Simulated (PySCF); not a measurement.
# C₃H₉GeP: NMR shifts at several levels of theory

Aim: compute the NMR shifts of C₃H₉GeP (`C=C[CH2][GeH2][PH2]`) at several levels, and see how far they spread and what each costs.

Programs: PySCF 2.14.0, with density-fitted response routines of our own. Each step states its level of theory. These are calculated values for one molecule in the gas phase, unless marked as measured. Atoms are numbered from 0 throughout.

## Step 1: Starting geometry

14 atoms, charge 0, multiplicity 1; geometry from: PBE0-D3(BJ)/def2-SVP.

Bonds of the start (Å): C0–C1 1.34, C1–C2 1.49, C2–Ge3 1.97, Ge3–P4 2.33, C0–H5 1.10, C0–H6 1.09, C1–H7 1.10, C2–H8 1.10, C2–H9 1.10, Ge3–H10 1.54, Ge3–H11 1.54, P4–H12 1.43, P4–H13 1.43.

## Step 2: Nuclear shieldings: PBE0/pcSseg-1

Job settings and geometry (Å):

```
{"job": {"kind": "nmr", "xc": "PBE0", "basis": "pcSseg-1", "pop": false}, "charge": 0, "multiplicity": 1}
C     -2.115561    -0.806226    -0.418680
C     -1.038369    -0.924359     0.362452
C     -0.582151     0.070004     1.373187
Ge     0.967661     1.098724     0.711980
P      2.551640    -0.427462    -0.048854
H     -2.785188     0.056960    -0.344116
H     -2.367241    -1.569853    -1.158550
H     -0.401736    -1.811277     0.242763
H     -1.377049     0.790681     1.621347
H     -0.263142    -0.422038     2.306017
H      1.602495     1.904197     1.865538
H      0.501504     2.066607    -0.395079
H      1.881224    -0.643763    -1.292015
H      3.412644     0.576145    -0.589471
```

Level: GIAO PBE0/pcSseg-1 NMR shielding, non-relativistic, gas phase.

Launch:

```bash
$ OMP_NUM_THREADS=1 python probes_run.py task.json out
```

This one command runs all jobs of the session in turn.

Log:

```text
coarse grid: 51616 points
cycle   1  E = -2537.2091655549  dE = -4.933e-01  |g| = 8.921e-01  |ddm| = 3.335e+00
cycle   2  E = -2537.1806386513  dE =  2.853e-02  |g| = 9.208e-01  |ddm| = 9.929e-01
cycle   3  E = -2537.2756335054  dE = -9.499e-02  |g| = 8.675e-02  |ddm| = 6.554e-01
cycle   4  E = -2537.2769271853  dE = -1.294e-03  |g| = 1.885e-02  |ddm| = 1.050e-01
cycle   5  E = -2537.2770382743  dE = -1.111e-04  |g| = 5.582e-03  |ddm| = 2.963e-02
cycle   6  E = -2537.2770447832  dE = -6.509e-06  |g| = 2.564e-03  |ddm| = 6.202e-03
final grid: 106936 points
cycle   7  E = -2537.2769601593  dE =  3.208e-06  |g| = 4.372e-03  |ddm| = 5.803e-03
cycle   8  E = -2537.2769491756  dE =  1.098e-05  |g| = 7.819e-03  |ddm| = 9.506e-03
cycle   9  E = -2537.2769651905  dE = -1.601e-05  |g| = 2.634e-04  |ddm| = 6.085e-03
cycle  10  E = -2537.2769652149  dE = -2.431e-08  |g| = 6.439e-05  |ddm| = 4.151e-04
cycle  11  E = -2537.2769652152  dE = -3.429e-10  |g| = 2.260e-06  |ddm| = 3.227e-05
converged SCF energy = -2537.2769652152

GIAO shielding tensors (ppm)
atom      isotropic    diamagn.    paramagn.     s11        s22        s33       span
  0 C       62.801     254.398    -191.596    -50.912     85.204    154.112    205.023
  1 C       40.773     257.226    -216.453    -85.262     47.828    159.754    245.016
  2 C      162.233     250.780     -88.546    148.095    158.871    179.734     31.639
  3 Ge    1469.294    2757.971   -1288.677   1385.104   1470.945   1551.833    166.729
  4 P      605.516     966.475    -360.959    556.569    580.006    679.972    123.403
  5 H       26.003      30.990      -4.987     22.248     25.057     30.705      8.457
  6 H       26.081      29.727      -3.646     22.806     24.952     30.486      7.680
  7 H       25.382      32.456      -7.073     22.799     23.683     29.665      6.867
  8 H       29.333      31.180      -1.848     24.957     27.372     35.669     10.712
  9 H       29.469      29.926      -0.457     25.087     27.398     35.922     10.835
 10 H       26.895      29.274      -2.379     20.709     21.762     38.214     17.505
 11 H       26.830      30.024      -3.194     20.430     22.281     37.777     17.347
 12 H       29.484      29.429       0.054     23.697     27.728     37.026     13.330
 13 H       29.684      28.577       1.107     24.199     26.226     38.628     14.429
```

It took 27 s on 1 thread of Intel Xeon Platinum 8259CL at 2.50GHz, shared host; peak memory 0.89 GiB.

The references, computed at this level on geometries of the same kind, shield at (ppm): 1H TMS 31.27, 13C TMS 184.4, 31P H3PO4 310.1, 73Ge GeMe4 1330. Their shielding less the atom's gives the shift. The references are single molecules in the gas phase, so shifts against H2O, NH3, PH3, H3PO4 or CFCl3 are not on the usual liquid scales and can be off by tens of ppm. Atoms listed in one row are averaged.

```
   atoms                                  environment  σ (ppm)  δ (ppm)
      C1                                    alkene CH     40.8    143.6
      C0                         terminal =CH2 carbon     62.8    121.6
      C2                 allylic sp3 CH2 bonded to Ge    162.2     22.2
      H7                     hydrogen on an alkene CH    25.38     5.88
      H5           hydrogen on a terminal =CH2 carbon    26.00     5.26
      H6           hydrogen on a terminal =CH2 carbon    26.08     5.19
H10, H11       hydrogen on a germanium bonded to C, P    26.86     4.40
  H8, H9  hydrogen on an allylic sp3 CH2 bonded to Ge    29.40     1.87
H12, H13        hydrogen on a phosphorus bonded to Ge    29.58     1.68
     Ge3                germanium bonded to C, P, 2 H     1469     -139
      P4                 phosphorus bonded to Ge, 2 H    605.5   -295.4
```

## Step 3: NMR shieldings: mPW1PW91/pcSseg-1

Same as in step 2 but for these lines:

```diff
@@ -1,2 +1,2 @@
-{"job": {"kind": "nmr", "xc": "PBE0", "basis": "pcSseg-1", "pop": false}, "charge": 0, "multiplicity": 1}
+{"job": {"kind": "nmr", "xc": "mPW1PW91", "basis": "pcSseg-1", "pop": false}, "charge": 0, "multiplicity": 1}
 C     -2.115561    -0.806226    -0.418680
```

Method: GIAO mPW1PW91/pcSseg-1 NMR shielding, non-relativistic, gas phase.

Log:

```text
coarse grid: 51616 points
cycle   1  E = -2537.9117344345  dE = -4.916e-01  |g| = 8.832e-01  |ddm| = 3.333e+00
cycle   2  E = -2537.8835110234  dE =  2.822e-02  |g| = 9.137e-01  |ddm| = 9.917e-01
cycle   3  E = -2537.9780412025  dE = -9.453e-02  |g| = 8.566e-02  |ddm| = 6.535e-01
cycle   4  E = -2537.9792991224  dE = -1.258e-03  |g| = 1.848e-02  |ddm| = 1.032e-01
cycle   5  E = -2537.9794066099  dE = -1.075e-04  |g| = 5.235e-03  |ddm| = 2.900e-02
cycle   6  E = -2537.9794121931  dE = -5.583e-06  |g| = 2.556e-03  |ddm| = 5.996e-03
final grid: 106936 points
cycle   7  E = -2537.9793154160  dE =  3.196e-06  |g| = 4.363e-03  |ddm| = 5.771e-03
cycle   8  E = -2537.9793044816  dE =  1.093e-05  |g| = 7.799e-03  |ddm| = 9.445e-03
cycle   9  E = -2537.9793204244  dE = -1.594e-05  |g| = 2.460e-04  |ddm| = 6.053e-03
cycle  10  E = -2537.9793204459  dE = -2.145e-08  |g| = 6.121e-05  |ddm| = 3.924e-04
cycle  11  E = -2537.9793204462  dE = -3.265e-10  |g| = 2.662e-06  |ddm| = 3.127e-05
converged SCF energy = -2537.9793204462

GIAO shielding tensors (ppm)
atom      isotropic    diamagn.    paramagn.     s11        s22        s33       span
  0 C       61.941     254.362    -192.422    -52.058     84.502    153.378    205.437
  1 C       40.055     257.406    -217.351    -86.198     47.328    159.036    245.233
  2 C      161.354     250.876     -89.522    147.157    158.224    178.681     31.525
  3 Ge    1461.727    2758.188   -1296.462   1377.703   1463.593   1543.885    166.182
  4 P      600.152     966.657    -366.505    551.161    574.847    674.447    123.286
  5 H       26.071      31.042      -4.971     22.318     25.117     30.777      8.459
  6 H       26.145      29.790      -3.646     22.880     25.019     30.535      7.655
  7 H       25.461      32.551      -7.090     22.883     23.764     29.736      6.853
  8 H       29.385      31.224      -1.839     25.027     27.450     35.677     10.650
  9 H       29.525      29.972      -0.446     25.174     27.464     35.938     10.764
 10 H       26.963      29.318      -2.355     20.794     21.834     38.262     17.468
 11 H       26.891      30.106      -3.215     20.511     22.341     37.819     17.308
 12 H       29.547      29.584      -0.037     23.796     27.814     37.031     13.235
 13 H       29.742      28.655       1.087     24.292     26.312     38.623     14.332
```

Wall time 29 s (1 thread of Intel Xeon Platinum 8259CL at 2.50GHz, shared host); peak memory 0.89 GiB.

In short: δ C1 143.5, C0 121.6, C2 22.2, Ge3 -137, H7 5.86, H5 5.25 ppm.

## Step 4: Shielding tensors: WP04/pcSseg-1

Same as in step 3 but for these lines:

```diff
@@ -1,2 +1,2 @@
-{"job": {"kind": "nmr", "xc": "mPW1PW91", "basis": "pcSseg-1", "pop": false}, "charge": 0, "multiplicity": 1}
+{"job": {"kind": "nmr", "xc": "WP04", "basis": "pcSseg-1", "pop": false}, "charge": 0, "multiplicity": 1}
 C     -2.115561    -0.806226    -0.418680
```

Method: GIAO WP04/pcSseg-1 NMR shielding, non-relativistic, gas phase.

Log:

```text
coarse grid: 51616 points
cycle   1  E = -2555.7059282719  dE = -5.304e-01  |g| = 6.579e-01  |ddm| = 3.389e+00
cycle   2  E = -2555.6415573115  dE =  6.437e-02  |g| = 7.837e-01  |ddm| = 1.289e+00
cycle   3  E = -2555.7941305476  dE = -1.526e-01  |g| = 9.302e-02  |ddm| = 8.360e-01
cycle   4  E = -2555.7957274111  dE = -1.597e-03  |g| = 4.386e-02  |ddm| = 1.220e-01
cycle   5  E = -2555.7960996124  dE = -3.722e-04  |g| = 1.634e-02  |ddm| = 4.427e-02
cycle   6  E = -2555.7961678189  dE = -6.821e-05  |g| = 4.398e-03  |ddm| = 1.578e-02
cycle   7  E = -2555.7961724764  dE = -4.657e-06  |g| = 7.391e-04  |ddm| = 4.080e-03
final grid: 106936 points
cycle   8  E = -2555.7960707885  dE = -1.265e-07  |g| = 9.318e-04  |ddm| = 3.453e-03
cycle   9  E = -2555.7960705492  dE =  2.394e-07  |g| = 1.349e-03  |ddm| = 1.934e-03
cycle  10  E = -2555.7960709864  dE = -4.372e-07  |g| = 2.678e-04  |ddm| = 1.141e-03
cycle  11  E = -2555.7960710054  dE = -1.895e-08  |g| = 3.174e-05  |ddm| = 2.221e-04
cycle  12  E = -2555.7960710056  dE = -2.738e-10  |g| = 7.216e-06  |ddm| = 3.796e-05
converged SCF energy = -2555.7960710056

GIAO shielding tensors (ppm)
atom      isotropic    diamagn.    paramagn.     s11        s22        s33       span
  0 C       52.519     255.436    -202.917    -60.972     74.836    143.692    204.663
  1 C       30.184     258.498    -228.313    -94.240     37.766    147.027    241.268
  2 C      147.941     253.215    -105.275    131.564    147.812    164.446     32.882
  3 Ge    1394.521    2763.922   -1369.400   1307.474   1399.518   1476.573    169.099
  4 P      537.120     969.872    -432.752    488.739    521.123    601.498    112.759
  5 H       26.621      31.805      -5.184     23.051     25.645     31.167      8.117
  6 H       26.661      30.260      -3.600     23.629     25.605     30.748      7.120
  7 H       26.078      33.699      -7.621     23.567     24.447     30.221      6.654
  8 H       29.728      31.740      -2.012     25.692     28.064     35.430      9.738
  9 H       29.852      30.232      -0.380     25.958     27.950     35.649      9.691
 10 H       27.747      29.972      -2.226     21.889     22.822     38.528     16.639
 11 H       27.600      31.528      -3.928     21.528     23.199     38.072     16.544
 12 H       30.095      31.485      -1.389     24.814     28.659     36.813     11.999
 13 H       30.261      29.208       1.053     25.343     27.170     38.268     12.925
```

Run time: 32 s. Hardware: 1 thread of Intel Xeon Platinum 8259CL at 2.50GHz, shared host; peak memory 0.89 GiB.

In short: δ C1 142.3, C0 119.9, C2 24.5, Ge3 -118, H7 5.49, H5 4.94 ppm.

## Step 5: NMR shieldings: B97-2/pcSseg-1

Same as in step 4 but for these lines:

```diff
@@ -1,2 +1,2 @@
-{"job": {"kind": "nmr", "xc": "WP04", "basis": "pcSseg-1", "pop": false}, "charge": 0, "multiplicity": 1}
+{"job": {"kind": "nmr", "xc": "B97-2", "basis": "pcSseg-1", "pop": false}, "charge": 0, "multiplicity": 1}
 C     -2.115561    -0.806226    -0.418680
```

Level: GIAO B97-2/pcSseg-1 NMR shielding, non-relativistic, gas phase.

Log:

```text
coarse grid: 51616 points
cycle   1  E = -2538.2812319203  dE = -5.078e-01  |g| = 7.950e-01  |ddm| = 3.330e+00
cycle   2  E = -2538.2513814616  dE =  2.985e-02  |g| = 8.327e-01  |ddm| = 9.736e-01
cycle   3  E = -2538.3401268073  dE = -8.875e-02  |g| = 8.819e-02  |ddm| = 6.491e-01
cycle   4  E = -2538.3415266991  dE = -1.400e-03  |g| = 1.794e-02  |ddm| = 1.062e-01
cycle   5  E = -2538.3416305808  dE = -1.039e-04  |g| = 4.832e-03  |ddm| = 2.842e-02
cycle   6  E = -2538.3416352721  dE = -4.691e-06  |g| = 2.474e-03  |ddm| = 5.808e-03
final grid: 106936 points
cycle   7  E = -2538.3415278223  dE =  3.498e-06  |g| = 4.426e-03  |ddm| = 5.894e-03
cycle   8  E = -2538.3415149038  dE =  1.292e-05  |g| = 8.250e-03  |ddm| = 1.005e-02
cycle   9  E = -2538.3415330573  dE = -1.815e-05  |g| = 2.593e-04  |ddm| = 6.539e-03
cycle  10  E = -2538.3415330814  dE = -2.412e-08  |g| = 6.003e-05  |ddm| = 4.066e-04
cycle  11  E = -2538.3415330817  dE = -3.192e-10  |g| = 3.224e-06  |ddm| = 3.259e-05
converged SCF energy = -2538.3415330817

GIAO shielding tensors (ppm)
atom      isotropic    diamagn.    paramagn.     s11        s22        s33       span
  0 C       65.214     254.352    -189.138    -45.399     87.546    153.496    198.895
  1 C       43.403     257.250    -213.847    -79.235     50.777    158.666    237.902
  2 C      161.199     250.885     -89.686    146.985    158.462    178.148     31.164
  3 Ge    1457.055    2759.079   -1302.024   1372.490   1459.304   1539.370    166.880
  4 P      598.676     966.883    -368.207    550.372    574.728    670.929    120.557
  5 H       26.177      31.181      -5.004     22.499     25.221     30.812      8.312
  6 H       26.251      29.885      -3.635     23.018     25.120     30.614      7.596
  7 H       25.553      32.699      -7.146     23.029     23.872     29.757      6.728
  8 H       29.444      31.288      -1.844     25.137     27.552     35.643     10.507
  9 H       29.574      29.996      -0.422     25.277     27.553     35.893     10.616
 10 H       27.049      29.419      -2.370     20.945     21.968     38.233     17.288
 11 H       26.975      30.295      -3.320     20.652     22.472     37.801     17.149
 12 H       29.599      29.758      -0.159     23.905     27.912     36.979     13.074
 13 H       29.796      28.710       1.086     24.419     26.409     38.559     14.140
```

It took 33 s on 1 thread of Intel Xeon Platinum 8259CL at 2.50GHz, shared host; peak memory 0.89 GiB.

In short: δ C1 140.3, C0 118.5, C2 22.5, Ge3 -136, H7 5.82, H5 5.20 ppm.

## Step 6: NMR shieldings: BHandHLYP/pcSseg-1

Same as in step 5 but for these lines:

```diff
@@ -1,2 +1,2 @@
-{"job": {"kind": "nmr", "xc": "B97-2", "basis": "pcSseg-1", "pop": false}, "charge": 0, "multiplicity": 1}
+{"job": {"kind": "nmr", "xc": "BHandHLYP", "basis": "pcSseg-1", "pop": false}, "charge": 0, "multiplicity": 1}
 C     -2.115561    -0.806226    -0.418680
```

With the program's defaults for keys left out, this is: GIAO BHandHLYP/pcSseg-1 NMR shielding, non-relativistic, gas phase.

Log:

```text
coarse grid: 51616 points
cycle   1  E = -2537.6554262438  dE = -4.425e-01  |g| = 7.209e-01  |ddm| = 3.282e+00
cycle   2  E = -2537.6703140297  dE = -1.489e-02  |g| = 6.039e-01  |ddm| = 6.895e-01
cycle   3  E = -2537.7047561850  dE = -3.444e-02  |g| = 5.799e-02  |ddm| = 3.834e-01
cycle   4  E = -2537.7051917292  dE = -4.355e-04  |g| = 1.026e-02  |ddm| = 5.043e-02
cycle   5  E = -2537.7052131582  dE = -2.143e-05  |g| = 5.462e-03  |ddm| = 1.522e-02
cycle   6  E = -2537.7052212872  dE = -8.129e-06  |g| = 1.453e-03  |ddm| = 5.960e-03
final grid: 106936 points
cycle   7  E = -2537.7051631833  dE =  1.010e-07  |g| = 1.637e-03  |ddm| = 2.620e-03
cycle   8  E = -2537.7051627906  dE =  3.927e-07  |g| = 2.079e-03  |ddm| = 2.684e-03
cycle   9  E = -2537.7051638631  dE = -1.073e-06  |g| = 7.134e-05  |ddm| = 1.518e-03
cycle  10  E = -2537.7051638646  dE = -1.489e-09  |g| = 1.942e-05  |ddm| = 9.141e-05
cycle  11  E = -2537.7051638647  dE = -8.640e-11  |g| = 7.939e-06  |ddm| = 2.781e-05
converged SCF energy = -2537.7051638647

GIAO shielding tensors (ppm)
atom      isotropic    diamagn.    paramagn.     s11        s22        s33       span
  0 C       61.810     254.256    -192.446    -58.734     89.832    154.332    213.066
  1 C       38.412     257.134    -218.721    -95.237     50.043    160.431    255.668
  2 C      163.755     249.944     -86.189    150.669    159.352    181.245     30.575
  3 Ge    1505.402    2757.338   -1251.935   1427.981   1503.002   1585.224    157.244
  4 P      600.350     965.872    -365.523    551.366    571.303    678.380    127.014
  5 H       26.252      31.177      -4.924     22.532     25.101     31.124      8.591
  6 H       26.362      29.899      -3.537     23.033     25.058     30.995      7.963
  7 H       25.664      32.649      -6.984     23.021     24.033     29.940      6.919
  8 H       29.610      31.327      -1.716     25.202     27.674     35.955     10.753
  9 H       29.815      30.137      -0.322     25.439     27.680     36.327     10.888
 10 H       27.282      29.564      -2.282     21.097     22.116     38.634     17.537
 11 H       27.211      30.376      -3.165     20.879     22.621     38.132     17.253
 12 H       29.787      29.866      -0.079     24.032     28.080     37.247     13.215
 13 H       29.972      28.927       1.045     24.544     26.525     38.848     14.304
```

It took 27 s on 1 thread of Intel Xeon Platinum 8259CL at 2.50GHz, shared host; peak memory 0.89 GiB.

Key values: δ C1 145.6, C0 122.2, C2 20.2, Ge3 -132, H7 5.78, H5 5.19 ppm.

## Step 7: Shielding tensors: CAM-B3LYP/pcSseg-1

Same as in step 6 but for these lines:

```diff
@@ -1,2 +1,2 @@
-{"job": {"kind": "nmr", "xc": "BHandHLYP", "basis": "pcSseg-1", "pop": false}, "charge": 0, "multiplicity": 1}
+{"job": {"kind": "nmr", "xc": "CAM-B3LYP", "basis": "pcSseg-1", "pop": false}, "charge": 0, "multiplicity": 1}
 C     -2.115561    -0.806226    -0.418680
```

Level: GIAO CAM-B3LYP/pcSseg-1 NMR shielding, non-relativistic, gas phase.

Log:

```text
coarse grid: 51616 points
cycle   1  E = -2537.8160334291  dE = -4.474e-01  |g| = 8.865e-01  |ddm| = 3.309e+00
cycle   2  E = -2537.8188492222  dE = -2.816e-03  |g| = 8.302e-01  |ddm| = 8.349e-01
cycle   3  E = -2537.8786758530  dE = -5.983e-02  |g| = 6.640e-02  |ddm| = 4.828e-01
cycle   4  E = -2537.8791373640  dE = -4.615e-04  |g| = 1.181e-02  |ddm| = 5.032e-02
cycle   5  E = -2537.8791708889  dE = -3.352e-05  |g| = 5.138e-03  |ddm| = 1.532e-02
cycle   6  E = -2537.8791782468  dE = -7.358e-06  |g| = 1.763e-03  |ddm| = 6.570e-03
final grid: 106936 points
cycle   7  E = -2537.8790986196  dE =  2.920e-07  |g| = 2.138e-03  |ddm| = 3.037e-03
cycle   8  E = -2537.8790977558  dE =  8.639e-07  |g| = 2.868e-03  |ddm| = 3.422e-03
cycle   9  E = -2537.8790997577  dE = -2.002e-06  |g| = 6.884e-05  |ddm| = 1.966e-03
cycle  10  E = -2537.8790997593  dE = -1.586e-09  |g| = 2.237e-05  |ddm| = 1.012e-04
cycle  11  E = -2537.8790997595  dE = -1.937e-10  |g| = 1.044e-05  |ddm| = 5.005e-05
converged SCF energy = -2537.8790997595

GIAO shielding tensors (ppm)
atom      isotropic    diamagn.    paramagn.     s11        s22        s33       span
  0 C       58.961     253.875    -194.914    -59.653     84.036    152.498    212.151
  1 C       35.030     256.815    -221.786    -97.204     43.855    158.438    255.643
  2 C      161.109     250.071     -88.962    147.772    156.622    178.933     31.161
  3 Ge    1454.908    2757.305   -1302.398   1371.564   1452.085   1541.075    169.511
  4 P      590.661     966.400    -375.740    541.301    565.089    665.593    124.291
  5 H       26.105      31.183      -5.078     22.345     25.130     30.840      8.495
  6 H       26.211      29.839      -3.628     22.930     25.062     30.640      7.710
  7 H       25.473      32.650      -7.177     22.805     23.836     29.779      6.974
  8 H       29.497      31.202      -1.705     25.174     27.576     35.741     10.568
  9 H       29.646      29.901      -0.256     25.366     27.595     35.975     10.609
 10 H       27.052      29.312      -2.260     20.893     21.939     38.325     17.432
 11 H       26.988      30.273      -3.285     20.646     22.452     37.865     17.220
 12 H       29.636      29.967      -0.331     23.929     27.993     36.988     13.060
 13 H       29.834      28.715       1.118     24.455     26.472     38.574     14.119
```

It took 37 s on 1 thread of Intel Xeon Platinum 8259CL at 2.50GHz, shared host; peak memory 0.95 GiB.

This run: δ C1 147.4, C0 123.5, C2 21.3, Ge3 -141, H7 5.85, H5 5.22 ppm.

(Part 1 of 2 ends here.)
